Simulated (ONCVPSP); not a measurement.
# Ruthenium: generating and testing an ONCV potential

Do these settings give a usable potential? It is generated, then checked for transferability, scattering, ghosts and hardness.

Program: ONCVPSP 4.0.1. Reference atom: PBE, scalar-relativistic, spherical and spin-unpolarised. All values are calculated.

### Step 1. Starting point

The settings as typed:

- element: ruthenium (Ru, Z = 44)
- type: optimised norm-conserving Vanderbilt (ONCV)
- frozen core: [Ar] 3d10
- valence charge: 16
- reference configuration: 4s2 4p6 4d6 5s2
- partial waves: 4s+5s: rc 1.40 bohr, ncon 4, nbas 7, qcut 7.3 1/bohr, 2 projectors; 4p: rc 1.20 bohr, ncon 4, nbas 7, qcut 7.5 1/bohr, 2 projectors, debl 3 Ha; 4d: rc 2.35 bohr, ncon 4, nbas 8, qcut 6.8 1/bohr, 2 projectors, debl 3.7 Ha
- local potential: polynomial inside 0.80 bohr (lpopt 5, dvloc0 6 Ha)
- core correction: not asked for

An earlier all-electron run gives the scale for the radii.

All-electron outer shells of the reference configuration (PBE, scalar-relativistic, ld1.x):

```json
{"shell": "3d", "level (eV)": "-276.73", "outermost node (bohr)": "–", "outermost maximum (bohr)": "0.30"}
{"shell": "4s", "level (eV)": "-79.70", "outermost node (bohr)": "0.48", "outermost maximum (bohr)": "0.91"}
{"shell": "4p", "level (eV)": "-49.60", "outermost node (bohr)": "0.49", "outermost maximum (bohr)": "0.98"}
{"shell": "4d", "level (eV)": "-7.67", "outermost node (bohr)": "0.48", "outermost maximum (bohr)": "1.20"}
{"shell": "5s", "level (eV)": "-5.19", "outermost node (bohr)": "1.23", "outermost maximum (bohr)": "2.63"}
{"shell": "5p", "level (eV)": "-1.36", "outermost node (bohr)": "1.39", "outermost maximum (bohr)": "3.59"}
```

### Step 2. The generation run

File Ru.dat:

```
# ATOM AND REFERENCE CONFIGURATION
# atsym  z   nc   nv     iexc    psfile
  Ru 44.00    6    4        4      upf
#
#   n    l    f
    1    0    2.00
    2    0    2.00
    2    1    6.00
    3    0    2.00
    3    1    6.00
    3    2   10.00
    4    0    2.00
    4    1    6.00
    4    2    6.00
    5    0    2.00
#
# PSEUDOPOTENTIAL AND OPTIMIZATION
# lmax
    2
#
#   l,   rc,      ep,       ncon, nbas, qcut
    0    1.40    0.00    4    7    7.30
    1    1.20    0.00    4    7    7.50
    2    2.35    0.00    4    8    6.80
#
# LOCAL POTENTIAL
# lloc, lpopt,  rc(5),   dvloc0
    4    5    0.80    6.00
#
# VANDERBILT-KLEINMAN-BYLANDER PROJECTORs
# l, nproj, debl
    0    2    4.00
    1    2    3.00
    2    2    3.70
#
# MODEL CORE CHARGE
# icmod, fcfact, rcfact
    0    0.00    0.00
#
# LOG DERIVATIVE ANALYSIS
# epsh1, epsh2, depsh
   -4.00    5.00    0.02
#
# OUTPUT GRID
# rlmax, drl
    6.00    0.01
#
# TEST CONFIGURATIONS
# ncnf
    4
# nvcnf
#   n    l    f
    4
    4    0    2.00
    4    1    6.00
    4    2    7.00
    5    0    1.00
#
    4
    4    0    2.00
    4    1    6.00
    4    2    7.00
    5    0    0.00
#
    4
    4    0    2.00
    4    1    6.00
    4    2    6.00
    5    0    0.00
#
    5
    4    0    2.00
    4    1    6.00
    4    2    6.00
    5    0    1.00
    5    1    1.00
#
```

Command:

```sh
$ oncvpsp.x < Ru.dat > Ru.out
```

What the program wrote to Ru.out (without the consistency checks and plot data):

```text
ONCVPSP  (Optimized Norm-Conservinng Vanderbilt PSeudopotential)
scalar-relativistic version 4.0.1

#   n    l    f        energy (Ha)
    1    0    2.00    -8.0631865E+02
    2    0    2.00    -1.1604784E+02
    2    1    6.00    -1.0394534E+02
    3    0    2.00    -2.0544404E+01
    3    1    6.00    -1.6567356E+01
    3    2   10.00    -1.0169686E+01
    4    0    2.00    -2.9291432E+00
    4    1    6.00    -1.8226717E+00
    4    2    6.00    -2.8187328E-01
    5    0    2.00    -1.9065133E-01

Reference configufation results
  iterations    26
  all-electron total energy (Ha)   -4.53069010D+03

Begin loop to  construct optimized pseudo wave functions
and semi-local pseudopoentials for all angular momenta

Calculating optimized projector #   1

 for l=   0

    Fraction of norm inside rc  0.868983
    Optimizing pswf for qcut=   7.31 a_B^-1,  ecut=  26.69 Ha
    Residual kinetic energy error=  2.64D-04 Ha

    Energy error per electron        Cutoff
         Ha          eV             Ha
         0.01000     0.27211       19.04
         0.00100     0.02721       23.85
         0.00010     0.00272       41.44
         0.00001     0.00027       66.79

Calculating optimized projector #   2

 for l=   0

    Fraction of norm inside rc  0.038989
    Optimizing pswf for qcut=   7.31 a_B^-1,  ecut=  26.69 Ha
    Residual kinetic energy error=  9.79D-05 Ha

    Energy error per electron        Cutoff
         Ha          eV             Ha
         0.01000     0.27211       14.86
         0.00100     0.02721       21.61
         0.00010     0.00272       26.75
         0.00001     0.00027       56.40

   Wellstate for l =  1  n =  6
     eigenvalue =   1.1773
     asymptotic potential =   1.6773
     half-point radius =  4.1636

Calculating optimized projector #   1

 for l=   1

    Fraction of norm inside rc  0.623619
    Optimizing pswf for qcut=   7.49 a_B^-1,  ecut=  28.05 Ha
    Residual kinetic energy error=  2.77D-03 Ha

    Energy error per electron        Cutoff
         Ha          eV             Ha
         0.01000     0.27211       21.68
         0.00100     0.02721       49.74
         0.00010     0.00272       97.73
         0.00001     0.00027      116.69

Calculating optimized projector #   2

 for l=   1

    Fraction of norm inside rc  0.044941
    Optimizing pswf for qcut=   7.49 a_B^-1,  ecut=  28.05 Ha
    Residual kinetic energy error=  7.54D-04 Ha

    Energy error per electron        Cutoff
         Ha          eV             Ha
         0.01000     0.27211       10.29
         0.00100     0.02721       26.74
         0.00010     0.00272       51.80
         0.00001     0.00027       95.15

   Wellstate for l =  2  n =  7
     eigenvalue =   3.4181
     asymptotic potential =   3.9181
     half-point radius =  4.0671

Calculating optimized projector #   1

 for l=   2

    Fraction of norm inside rc  0.858283
    Optimizing pswf for qcut=   6.81 a_B^-1,  ecut=  23.15 Ha
    Residual kinetic energy error=  5.27D-07 Ha

    Energy error per electron        Cutoff
         Ha          eV             Ha
         0.01000     0.27211       13.26
         0.00100     0.02721       16.44
         0.00010     0.00272       18.85
         0.00001     0.00027       20.89

Calculating optimized projector #   2

 for l=   2

    Fraction of norm inside rc  0.185031
    Optimizing pswf for qcut=   6.81 a_B^-1,  ecut=  23.15 Ha
    Residual kinetic energy error=  2.39D-05 Ha

    Energy error per electron        Cutoff
         Ha          eV             Ha
         0.01000     0.27211       16.11
         0.00100     0.02721       19.11
         0.00010     0.00272       21.83
         0.00001     0.00027       30.97

Construct Vanderbilt / Kleinmman-Bylander projectors

B matrix Hermiticity error, ll=   0
   1   2    2.9764E-04

  Orthonormal projector coefficients  1.7380E+01  2.5866E+00

B matrix Hermiticity error, ll=   1
   1   2   -3.4520E-04

  Orthonormal projector coefficients  1.2428E+01  2.4707E+00

B matrix Hermiticity error, ll=   2
   1   2    2.3389E-04

  Orthonormal projector coefficients  6.3110E+00 -9.9192E-01

Pseudoatom total energy  -93.833734

Diagnostic tests using Vanderbilt-Kleinman-Bylander pseudopotentials
  1 or more projectors used as specified by nproj input data

   l    rcore       rmatch      e in        delta e   norm test  slope test

   0   1.4046222   1.4472696  -2.9291432  -0.0000062   1.0001666   1.0001719
   0   1.4046222   1.4472696  -0.1906513   0.0000065   1.0000669   1.0000600

   1   1.2022978   1.2388021  -1.8226717  -0.0000277   1.0001506   1.0001895
   1   1.2022978   1.2388021   1.1773283   0.0000048   1.0004673   1.0004673

   2   2.3636538   2.4354194  -0.2818733  -0.0000009   1.0000415   1.0000469
   2   2.3636538   2.4354194   3.4181267   0.0000015   1.0000773   1.0000773

 Testing for bound ghosts
   n   l    E NL Schr. Eq   E Basis Diag.   E Cutoff

   1   0       -2.929149       -2.929113     96.02
   2   0       -0.190645       -0.046577     96.02

   2   1       -1.822699       -1.821970    153.61

   3   2       -0.281874       -0.281724     61.81

 Testing for highly-localized positive-energy ghosts
       l    <radius>/rc     E Basis Diag.   E Cutoff

       0        0.302893        5.214055     96.02  WARNING - GHOST(+)

Test configuration 0

   n   l     f        eae           eps        diff
   1   0  2.0000 -806.31864601
   2   0  2.0000 -116.04783589
   2   1  6.0000 -103.94534421
   3   0  2.0000  -20.54440446
   3   1  6.0000  -16.56735604
   3   2 10.0000  -10.16968647
   4   0  2.0000   -2.92914319   -2.92914942   -6.23D-06
   4   1  6.0000   -1.82267168   -1.82269936   -2.77D-05
   4   2  6.0000   -0.28187328   -0.28187421   -9.29D-07
   5   0  2.0000   -0.19065133   -0.19064484    6.49D-06

    Total energies and differences
      AE_ref= -4.53069010D+03  AE_tst= -4.53069010D+03  dif=  0.00D+00
      PS_ref= -9.38337341D+01  PS_tst= -9.38337341D+01  dif= -7.11D-14
      PSP excitation error=  7.11D-14

Test configuration 1

   n   l     f        eae           eps        diff
   1   0  2.0000 -806.19226258
   2   0  2.0000 -115.91337527
   2   1  6.0000 -103.81142209
   3   0  2.0000  -20.41224764
   3   1  6.0000  -16.43517702
   3   2 10.0000  -10.03684495
   4   0  2.0000   -2.80659264   -2.80801431   -1.42D-03
   4   1  6.0000   -1.70576332   -1.70640304   -6.40D-04
   4   2  7.0000   -0.19118430   -0.19173295   -5.49D-04
   5   0  1.0000   -0.15580714   -0.15542111    3.86D-04

    Total energies and differences
      AE_ref= -4.53069010D+03  AE_tst= -4.53075259D+03  dif= -6.25D-02
      PS_ref= -9.38337341D+01  PS_tst= -9.38967301D+01  dif= -6.30D-02
      PSP excitation error=  5.06D-04

Test configuration 2

   n   l     f        eae           eps        diff
   1   0  2.0000 -806.46376883
   2   0  2.0000 -116.18083304
   2   1  6.0000 -104.07911963
   3   0  2.0000  -20.68091432
   3   1  6.0000  -16.70382927
   3   2 10.0000  -10.30517050
   4   0  2.0000   -3.07860716   -3.08095880   -2.35D-03
   4   1  6.0000   -1.97905601   -1.98025026   -1.19D-03
   4   2  7.0000   -0.46095259   -0.46191880   -9.66D-04

    Total energies and differences
      AE_ref= -4.53069010D+03  AE_tst= -4.53048460D+03  dif=  2.06D-01
      PS_ref= -9.38337341D+01  PS_tst= -9.36291658D+01  dif=  2.05D-01
      PSP excitation error=  9.35D-04

Test configuration 3

   n   l     f        eae           eps        diff
   1   0  2.0000 -806.94069381
   2   0  2.0000 -116.66201928
   2   1  6.0000 -104.56000089
   3   0  2.0000  -21.15985756
   3   1  6.0000  -17.18277160
   3   2 10.0000  -10.78457442
   4   0  2.0000   -3.54654378   -3.54869927   -2.16D-03
   4   1  6.0000   -2.44066224   -2.44212624   -1.46D-03
   4   2  6.0000   -0.88700655   -0.88792061   -9.14D-04

    Total energies and differences
      AE_ref= -4.53069010D+03  AE_tst= -4.52981626D+03  dif=  8.74D-01
      PS_ref= -9.38337341D+01  PS_tst= -9.29597180D+01  dif=  8.74D-01
      PSP excitation error= -1.75D-04

Test configuration 4

   n   l     f        eae           eps        diff
   1   0  2.0000 -806.37602813
   2   0  2.0000 -116.10367900
   2   1  6.0000 -104.00121322
   3   0  2.0000  -20.60091958
   3   1  6.0000  -16.62385294
   3   2 10.0000  -10.22605218
   4   0  2.0000   -2.98672571   -2.98720022   -4.75D-04
   4   1  6.0000   -1.88042927   -1.88074916   -3.20D-04
   4   2  6.0000   -0.33643667   -0.33661075   -1.74D-04
   5   0  1.0000   -0.22695187   -0.22694359    8.29D-06
   5   1  1.0000   -0.07711653   -0.07710874    7.79D-06

    Total energies and differences
      AE_ref= -4.53069010D+03  AE_tst= -4.53054484D+03  dif=  1.45D-01
      PS_ref= -9.38337341D+01  PS_tst= -9.36884557D+01  dif=  1.45D-01
      PSP excitation error= -1.58D-05
```

Run time: 4.1 s. Hardware: 1 thread of Intel Xeon Platinum 8488C, shared host.

All-electron and pseudo partial waves u(r) = r·R(r), from the program's wave files:

| r (bohr) | 4s AE | 4s PS | 4d AE | 4d PS |
| --- | --- | --- | --- | --- |
| 0.118 | 0.3614 | 0.0955 | -0.2177 | 0.0036 |
| 0.235 | -0.4623 | 0.2176 | -0.4060 | 0.0271 |
| 0.353 | -0.5630 | 0.3814 | -0.2927 | 0.0852 |
| 0.470 | -0.0533 | 0.5760 | -0.0312 | 0.1814 |
| 0.588 | 0.5237 | 0.7787 | 0.2482 | 0.3112 |
| 0.705 | 0.9228 | 0.9523 | 0.4800 | 0.4575 |
| 0.822 | 1.1190 | 1.0675 | 0.6495 | 0.6020 |
| 0.940 | 1.1559 | 1.1061 | 0.7593 | 0.7270 |
| 1.058 | 1.0892 | 1.0652 | 0.8178 | 0.8171 |
| 1.175 | 0.9700 | 0.9639 | 0.8375 | 0.8658 |
| 1.292 | 0.8314 | 0.8309 | 0.8303 | 0.8757 |
| 1.410 | 0.6925 | 0.6924 | 0.8051 | 0.8536 |
| 1.528 | 0.5655 | 0.5654 | 0.7684 | 0.8097 |
| 1.645 | 0.4558 | 0.4557 | 0.7258 | 0.7551 |
| 1.763 | 0.3626 | 0.3625 | 0.6798 | 0.6970 |
| 1.880 | 0.2865 | 0.2865 | 0.6334 | 0.6416 |
| 1.998 | 0.2244 | 0.2244 | 0.5874 | 0.5903 |
| 2.115 | 0.1752 | 0.1752 | 0.5433 | 0.5440 |
| 2.232 | 0.1362 | 0.1362 | 0.5014 | 0.5015 |
| 2.350 | 0.1053 | 0.1053 | 0.4616 | 0.4616 |
| 2.468 | 0.0811 | 0.0811 | 0.4244 | 0.4244 |
| 2.585 | 0.0625 | 0.0625 | 0.3901 | 0.3901 |
| 2.702 | 0.0480 | 0.0480 | 0.3582 | 0.3582 |
| 2.820 | 0.0368 | 0.0368 | 0.3285 | 0.3285 |
| 2.938 | 0.0281 | 0.0281 | 0.3011 | 0.3011 |
| 3.055 | 0.0215 | 0.0215 | 0.2760 | 0.2760 |

### Step 3. Transferability, from the output's test configurations

Excitation and ionisation energies from 4s2 4p6 4d6 5s2, with the error of the potential.

```tsv
valence configuration	charge	ΔE all-electron (eV)	error AE − PS (meV)
4s2 4p6 4d7 5s1	0	-1.700	+14
4s2 4p6 4d7 5s0	+1	5.592	+25
4s2 4p6 4d6 5s0	+2	23.778	-4.8
4s2 4p6 4d6 5s1 5p1	0	3.953	-0.4
```

### Step 4. Logarithmic derivatives

Taken from the files of the generation run. The phase is arctan(r·R′/R) of the radial function R, unwrapped, with energies in Ha. A pole is an energy at which the radial function vanishes at the test radius. The pseudo phase is shifted by a multiple of π to meet the all-electron one at the reference energy. Levels narrower than the energy grid can be missing from the poles. The last column is the largest difference on the grid between −0.5 and +0.5 Ha.

```tsv
channel	radius (bohr)	reference (Ha)	poles AE	poles PS	window around the reference with phases within 0.05 rad (Ha)	largest difference near zero (rad)
s	1.42	-0.19	-1.73	-1.73	below 3.3	0.000
p	1.22	-1.82	1.62	1.62	the whole range	0.000
d	2.39	-0.28	-0.03, 3.54	-0.03, 3.54	the whole range	0.003
```

Phases (rad) along the scan:

| E (Ha) | d AE | d PS | p AE | p PS |
| --- | --- | --- | --- | --- |
| -3.98 | 1.395 | 1.395 | 0.393 | 0.392 |
| -3.50 | 1.381 | 1.381 | 0.007 | 0.007 |
| -3.02 | 1.363 | 1.363 | -0.430 | -0.431 |
| -2.54 | 1.338 | 1.338 | -0.787 | -0.787 |
| -2.06 | 1.302 | 1.303 | -1.028 | -1.028 |
| -1.58 | 1.244 | 1.244 | -1.186 | -1.186 |
| -1.10 | 1.116 | 1.117 | -1.293 | -1.293 |
| -0.62 | 0.481 | 0.484 | -1.371 | -1.371 |
| -0.14 | -1.463 | -1.462 | -1.430 | -1.430 |
| 0.34 | -1.802 | -1.799 | -1.478 | -1.478 |
| 0.82 | -2.164 | -2.151 | -1.517 | -1.517 |
| 1.30 | -3.367 | -3.322 | -1.550 | -1.550 |
| 1.78 | -4.270 | -4.260 | -1.580 | -1.580 |
| 2.26 | -4.507 | -4.504 | -1.608 | -1.608 |
| 2.74 | -4.612 | -4.611 | -1.635 | -1.635 |
| 3.22 | -4.677 | -4.677 | -1.661 | -1.661 |
| 3.70 | -4.729 | -4.729 | -1.687 | -1.688 |
| 4.18 | -4.780 | -4.779 | -1.715 | -1.716 |
| 4.66 | -4.845 | -4.840 | -1.746 | -1.748 |

### Step 5. Plane-wave cutoff and ghosts

From the same output: the cutoffs (Ha) at which the residual kinetic energy of the hardest occupied pseudo-wave falls to 1 and 0.1 mHa per electron are 50 Ha and 98 Ha.

The program's own ghost test: no bound ghost flagged; GHOST(+) flagged for s at 141.9 eV.

Cutoff (Ha) at which the first wave of each channel reaches a given error (Ha per electron):

| error | s | p | d |
| --- | --- | --- | --- |
| 1.0e-02 | 19.0 | 21.7 | 13.3 |
| 3.2e-03 | 21.6 | 27.4 | 15.0 |
| 1.0e-03 | 23.8 | 49.7 | 16.4 |
| 3.2e-04 | 26.6 | 86.7 | 17.8 |
| 1.0e-04 | 41.4 | 97.7 | 18.8 |
| 3.2e-05 | 60.2 | 106.0 | 19.9 |
| 1.0e-05 | 66.8 | 116.7 | 20.9 |

### Step 6. Results

```
                                                quantity                         value
  cutoffs for 1 and 0.1 mHa per electron, occupied waves               50 Ha and 98 Ha
                                            bound ghosts                    none found
                                          GHOST(+) flags                   s at 142 eV
                            largest test error (AE − PS)  +25 meV, for 4s2 4p6 4d7 5s0
largest phase difference near zero energy, channels read                     0.003 rad
```

The worst unpolarised test, 4s2 4p6 4d7 5s0, is off by 25 meV on 5.6 eV; by total energies transferability rates as fair. By its cutoff, 50 Ha for the looser tolerance, it is hard. At the looser tolerance the 4p wave is the slowest; 4s needs 24 Ha. The program's ghost test flags no bound state. Near zero energy the phases of the channels with partial waves agree within 0.003 rad. The program also flags highly localised states, GHOST(+) (s). All of this concerns the isolated atom, not yet a solid.
